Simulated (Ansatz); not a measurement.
# CH6ClSi2 (SMILES C[Si]([SiH3])Cl) at 6 levels

We compute a comparison of 6 runs (UHF/STO-3G, U-revPBE/def2-SVP, UBHLYP/def2-SVP, UCAM-B3LYP/def2-SVP, UPBE/def2-SVP, UMP2/def2-SVP) of CH6ClSi2. 

The results are computed with Ansatz 0.2.0.

44 further runs of the same task are left out: 44 set aside as unsound or not needed.

## Step 1: Starting point

The species is CH6ClSi2 (10 atoms), meant as a doublet with charge 0. SMILES: `C[Si]([SiH3])Cl`. The C1–H6 distance was set to 1.641 Å, away from the relaxed value. At this shape a bond of the SMILES string is far longer than usual.

Bond lengths: C1–Si2 1.872 Å, Si2–Si3 2.338 Å, Si2–Cl4 2.073 Å, C1–H5 1.093 Å, C1–H7 1.092 Å, Si3–H8 1.485 Å, Si3–H9 1.490 Å, Si3–H10 1.489 Å. Some angles: C1–Si2–Si3 115.2°, C1–Si2–Cl4 108.2°, Si3–Si2–Cl4 108.6°, Si2–C1–H5 110.0°, Si2–C1–H7 110.6°, Si2–Si3–H8 109.0°, Si2–Si3–H9 112.4°, Si2–Si3–H10 108.4°, H5–C1–H7 108.6°, H8–Si3–H9 109.1°. A long bond or contact: C1–H6 1.641 Å.

## Step 2: A single-point energy at UHF/STO-3G (run 1)

Input file job.yaml:

```yaml
crystal:
  periodic: [false, false, false]
  atoms:
    - {symbol: C, position_ang: [-0.614648, 1.223448, -1.243355]}
    - {symbol: Si, position_ang: [-0.190448, -0.599852, -1.229755]}
    - {symbol: Si, position_ang: [1.456452, -1.226352, 0.307045]}
    - {symbol: Cl, position_ang: [-1.920148, -1.665052, -0.814355]}
    - {symbol: H, position_ang: [0.281652, 1.813748, -1.449355]}
    - {symbol: H, position_ang: [-1.223500, 1.680800, 0.209700]}
    - {symbol: H, position_ang: [-1.358648, 1.439648, -2.012655]}
    - {symbol: H, position_ang: [1.693452, -2.688052, 0.192045]}
    - {symbol: H, position_ang: [1.074352, -0.903352, 1.710745]}
    - {symbol: H, position_ang: [2.711152, -0.498252, -0.026555]}
basis:
  gaussian: {orbitals: STO-3G}
magnetization: {spin_polarized: true, initial_magnetization: 1}
hamiltonian: {xc: hf}
accuracy: high
output: {orbitals: {seedname: orbitals}}
```

Launch:

```
$ ansatz run job.yaml --threads 1 --pin off --max-ram 3480MiB --events-out events.jsonl --progress --plain --runs-dir runs
```

Output:

```text
Warning: RAYON_NUM_THREADS=1 ignored (pool sized by the plan → 1); use --threads N
Functional definition: HF
  name "HF"
  exchange = exact_x
  correlation = 0
761 factors; integrals over basis functions are off by at most 2.2e-8 eV
mean field evaluation 1: about -29021.7050 eV, gradient 1.2e1 eV
mean field evaluation 2: about -29021.7752 eV, gradient 1.2e1 eV
mean field evaluation 4: about -29023.7877 eV, gradient 1.6e0 eV
mean field evaluation 8: about -29023.8987 eV, gradient 7.7e-1 eV
mean field evaluation 16: about -29024.0210 eV, gradient 2.0e-3 eV
mean field -29024.02104157 eV, -1066.6131000898 hartree, gradient 1.4e-8 eV, S^2 1.001605; 0 other end points of the search recorded, 0 dependent functions left out
reference -29024.02104157 eV, -1066.6131000898 hartree; 29, 28 occupied and 9, 10 virtual orbitals, 761 factors
Total energy: -29024.02104157 eV, -1066.6131000898 hartree
```

It took 0.64 s on 1 thread of Arm Neoverse V2, shared host; peak memory 0.11 GiB.

## Step 3: The energy at U-revPBE/def2-SVP (run 2)

Input file job.yaml:

```yaml
crystal:
  periodic: [false, false, false]
  atoms:
    - symbol: C
      position_ang: [-0.614648, 1.223448, -1.243355]
    - symbol: Si
      position_ang: [-0.190448, -0.599852, -1.229755]
    - symbol: Si
      position_ang: [1.456452, -1.226352, 0.307045]
    - symbol: Cl
      position_ang: [-1.920148, -1.665052, -0.814355]
    - symbol: H
      position_ang: [0.281652, 1.813748, -1.449355]
    - symbol: H
      position_ang: [-1.223500, 1.680800, 0.209700]
    - symbol: H
      position_ang: [-1.358648, 1.439648, -2.012655]
    - symbol: H
      position_ang: [1.693452, -2.688052, 0.192045]
    - symbol: H
      position_ang: [1.074352, -0.903352, 1.710745]
    - symbol: H
      position_ang: [2.711152, -0.498252, -0.026555]
basis:
  gaussian: {orbitals: def2-SVP}
magnetization: {spin_polarized: true, initial_magnetization: 1}
hamiltonian: {xc: {name: revPBE}}
accuracy: high
output: {orbitals: {seedname: orbitals}}
```

Launch:

```
$ ansatz run job.yaml --threads 1 --pin off --max-ram 3480MiB --events-out events.jsonl --progress --plain --runs-dir runs
```

Output:

```text
Warning: RAYON_NUM_THREADS=1 ignored (pool sized by the plan → 1); use --threads N
Functional definition: revPBE
  name "revPBE"
  parameter kappa = 1.245
  parameter beta = 0.06672455060314922
  exchange = pbe_x(kappa = kappa, mu = beta*pi^2/3)
  correlation = pbe_c(beta = beta)
2137 factors; integrals over basis functions are off by at most 7.9e-9 eV
mean field evaluation 1: about -29388.4920 eV, gradient 3.6e1 eV
mean field evaluation 2: about -29370.8477 eV, gradient 5.7e1 eV
mean field evaluation 4: about -29395.4497 eV, gradient 4.5e0 eV
mean field evaluation 8: about -29395.5774 eV, gradient 9.2e-2 eV
mean field evaluation 16: about -29395.5774 eV, gradient 2.2e-4 eV
mean field -29395.57742211 eV, -1080.2675452244 hartree, gradient 6.1e-8 eV, S^2 0.755225; 0 other end points of the search recorded, 0 dependent functions left out
reference -29395.57742673 eV, -1080.2675453941 hartree; 29, 28 occupied and 69, 70 virtual orbitals, 2137 factors
Total energy: -29395.57742673 eV, -1080.2675453941 hartree
```

Run time: 14 s. Hardware: 1 thread of Arm Neoverse V2, shared host; peak memory 0.33 GiB.

Runs 3 to 5 aren't shown in full; the table further down has their settings and results.

## Step 4: The energy at UMP2/def2-SVP (run 6)

Input file in.yaml:

```yaml
basis:
  gaussian: {orbitals: def2-SVP}
crystal:
  periodic: [false, false, false]
  atoms:
    - {symbol: C, position_ang: [-0.614648, 1.223448, -1.243355]}
    - {symbol: Si, position_ang: [-0.190448, -0.599852, -1.229755]}
    - {symbol: Si, position_ang: [1.456452, -1.226352, 0.307045]}
    - {symbol: Cl, position_ang: [-1.920148, -1.665052, -0.814355]}
    - {symbol: H, position_ang: [0.281652, 1.813748, -1.449355]}
    - {symbol: H, position_ang: [-1.223500, 1.680800, 0.209700]}
    - {symbol: H, position_ang: [-1.358648, 1.439648, -2.012655]}
    - {symbol: H, position_ang: [1.693452, -2.688052, 0.192045]}
    - {symbol: H, position_ang: [1.074352, -0.903352, 1.710745]}
    - {symbol: H, position_ang: [2.711152, -0.498252, -0.026555]}
magnetization: {spin_polarized: true, initial_magnetization: 1}
correlation: {method: mp2, frozen_orbitals: {C: 1, Cl: 5, H: 0, Si: 5}}
accuracy: high
```

Launch:

```
$ ansatz run in.yaml --threads 1 --pin off --max-ram 3480MiB --events-out events.jsonl --progress --plain --runs-dir runs
```

Output:

```text
Warning: RAYON_NUM_THREADS=1 ignored (pool sized by the plan → 1); use --threads N
Functional definition: HF
  name "HF"
  exchange = exact_x
  correlation = 0
2137 factors; integrals over basis functions are off by at most 7.9e-9 eV
mean field evaluation 1: about -29339.8154 eV, gradient 1.6e1 eV
mean field evaluation 2: about -29339.8232 eV, gradient 1.6e1 eV
mean field evaluation 4: about -29342.1609 eV, gradient 2.4e0 eV
mean field evaluation 8: about -29342.2760 eV, gradient 3.1e-1 eV
mean field evaluation 16: about -29342.2950 eV, gradient 2.7e-8 eV
mean field -29342.29498229 eV, -1078.3094516773 hartree, gradient 1.4e-8 eV, S^2 0.859601; 0 other end points of the search recorded, 0 dependent functions left out
16 core orbitals not correlated: weight in the atoms' cores, before any rotation towards them, 1.000 or more for the frozen orbitals, at most 0.000 for the correlated occupied ones
reference -29342.29498229 eV, -1078.3094516773 hartree; 13, 12 occupied and 69, 70 virtual orbitals, 2137 factors
second order -12.44293167 eV of doubles, -0.00000000 eV of singles
Total energy: -29354.73791396 eV, -1078.7667209819 hartree
```

Run time: 5.4 s. Hardware: 1 thread of Arm Neoverse V2, shared host; peak memory 0.41 GiB.

## Step 5: The series

```tsv
run	level	frozen core orbitals	energy (Eh)	HOMO energy (eV)	LUMO energy (eV)	⟨S²⟩	wall time
1	UHF/STO-3G	–	-1066.613100	-6.58	4.96	1.002	0.64 s
2	U-revPBE/def2-SVP	–	-1080.267545	-4.87	-3.47	0.755	14 s
3	UBHLYP/def2-SVP	–	-1080.446219	-6.80	-1.91	0.767	17 s
4	UCAM-B3LYP/def2-SVP	–	-1080.467059	-7.03	-1.75	0.761	24 s
5	UPBE/def2-SVP	–	-1079.930824	-4.86	-3.56	0.755	13 s
6	UMP2/def2-SVP	16	-1078.766721	–	–	0.860	5.4 s
```

## Step 6: Summary of results

| quantity | value |
| --- | --- |
| run 6: total energy | -1078.76672 Eh |
| run 6: correlation energy (16 core orbitals frozen) | -457.3 mEh |
| run 6: ⟨S²⟩ of the reference determinant | 0.860 |

In words: Totals of different functionals can't be ranked against each other. In run 1 the basis is minimal, so the values are rough. Spin contamination of the reference: run 1 ⟨S²⟩ = 1.00, run 6 ⟨S²⟩ = 0.86. All runs together took 75 s, the longest 24 s.
